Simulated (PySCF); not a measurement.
# I5Nd ([NdI5]2-): the cost of one run

Programs: PySCF 2.14.0, with routines of our own; each step states its level. All values are computed. Atoms count from 0.

### Step 1. The starting structure

6 atoms, charge -2, states of the metal's open shell are computed; geometry from: model geometry, bond lengths from ionic radii.

### Step 2. Ligand-field states: state-averaged CASSCF in water

Job settings and geometry (Å):

```
{"job": {"kind": "lf", "basis": {"metal": "x2c-TZVPall", "ligand": "x2c-SVPall"}, "nevpt": false, "solvent": "water"}, "charge": -2, "metal": "Nd", "open_shell": "f3"}
Nd     0.000000     0.000000     0.000000
I      0.000000     0.000000     2.983000
I      0.000000     0.000000    -2.983000
I      2.983000     0.000000     0.000000
I     -1.491500     2.583354     0.000000
I     -1.491500    -2.583354     0.000000
```

With the program's defaults for keys left out, this is: state-averaged CASSCF of the metal f shell, state-interaction spin-orbit coupling.

Launch:

```sh
$ OMP_NUM_THREADS=1 python lf_run.py task.json out
```

This one command runs all jobs of the session in turn.

Q: Estimate the wall time and peak memory of this first job on 1 thread of Arm Neoverse N1, shared host.

About 5.5 min, with a peak of 0.66 GiB.
